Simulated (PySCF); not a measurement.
**Sn (triplet): the SCF solver's settings**

The same problem is solved with other solver options, one edit a run.

Program: PySCF 2.14.0. Level of theory: method and basis as typed in the scripts. These are calculated values, not measurements.

4 further runs of the same task are left out: 2 for a known fault of the program, 2 that didn't finish.

**1. The atom**

Sn (triplet): 1 atom, charge 0, spin multiplicity 3.

**2. The base run**

The input, input.py:

```python
from pyscf import gto, scf

mol = gto.M(
    atom='Sn 0 0 0',
    basis='cc-pvtz-dk',
    charge=0,
    spin=2,
    verbose=3,
)
mf = scf.UHF(mol)
mf = mf.sfx2c1e()
mf.kernel()
mf.stability(internal=True, external=True)
mf.dip_moment()
print('orbital energies (hartree):', [e[max(0, n-3):n+3].round(4) for e, n in zip(mf.mo_energy, mol.nelec)])
```

On the command line:

```bash
$ python input.py
```

The log of this run is left out.

In short: E(SCF) = -6173.735946 Eh, ⟨S²⟩ = 2.012, internal stable; real -> complex stable; UHF/UKS -> GHF/GKS stable.

The triplet is typed in the script; nothing here shows that it is the ground state.

**3. Smearing width 0.05 hartree**

Edit 1 changes smearing width: none → 0.05 hartree; step after the SCF: stability → none.

The input, input.py:

```python
from pyscf import gto, scf

mol = gto.M(
    atom='Sn 0 0 0',
    basis='cc-pvtz-dk',
    charge=0,
    spin=2,
    verbose=3,
)
mf = scf.UHF(mol)
mf = mf.sfx2c1e()
mf = scf.addons.smearing_(mf, sigma=0.05, method='fermi')
mf.kernel()
mf.dip_moment()
print('orbital energies (hartree):', [e[max(0, n-3):n+3].round(4) for e, n in zip(mf.mo_energy, mol.nelec)])
```

On the command line:

```bash
$ python input.py
```

**4. Second-order solver on**

Edit 2 changes second-order solver: off → on.

Edit input.py of step 2 so:

```diff
@@ -11,2 +11,3 @@
 mf = mf.sfx2c1e()
+mf = mf.newton()
 mf.kernel()
```

**5. Cycle limit 8**

Edit 3 changes cycle limit: 50 → 8.

Edit input.py of step 2 so:

```diff
@@ -11,2 +11,3 @@
 mf = mf.sfx2c1e()
+mf.max_cycle = 8
 mf.kernel()
```

Q: Predict the outcome of this session. Wanted: for each run, E(SCF); from base; gap, α spin; after the SCF.

**Answer**, as computed:

```
                        run  E(SCF) (hartree)  from base (eV)  gap, α spin (eV)  after the SCF
                       base      -6173.735946               0              6.86         stable
smearing width 0.05 hartree      -6173.538179  not comparable               n/a            n/a
     second-order solver on      -6173.735946          0.0000              6.86         stable
              cycle limit 8      -6173.735946          0.0000              6.86         stable
```

What this shows: No change of the SCF energy comes from second-order solver on or cycle limit 8.
